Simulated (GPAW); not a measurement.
KTaO3:

```
CELL_PARAMETERS angstrom
3.98830 0.00000 0.00000
0.00000 3.98830 0.00000
0.00000 0.00000 3.98830
ATOMIC_POSITIONS crystal
Ta 0.00000 0.00000 0.00000
K 0.50000 0.50000 0.50000
O 0.00000 0.00000 0.50000
O 0.00000 0.50000 0.00000
O 0.50000 0.00000 0.00000
```

Base run:

```yaml
Program: GPAW 26.7.0
Functional: PBEsol
Potentials_or_basis: PAW data sets generated in the run's folder for this functional
Cutoff: 800 eV
Basis: pw
k_mesh: 7 × 7 × 7
Occupations: fermi-dirac, width 0.05 eV
Spin: no spin polarisation
Hubbard_terms: Ta d U = 8 eV
```

Its results: band gap on the k mesh 3.92 eV, indirect (least direct gap 4.63 eV); pressure 7.2 GPa.

After a change of settings the same cell gave: band gap on the k mesh 2.90 eV, indirect (least direct gap 3.55 eV); pressure 3.2 GPa. Which change was it?
A. hubbard terms from Ta d U = 8 eV to Ta d U = 4 eV
B. hubbard terms from Ta d U = 8 eV to none
C. hubbard terms from Ta d U = 8 eV to Ta d U = 6 eV

A.

Caveats: spin-orbit coupling is left out, which moves the levels of the heavy elements.
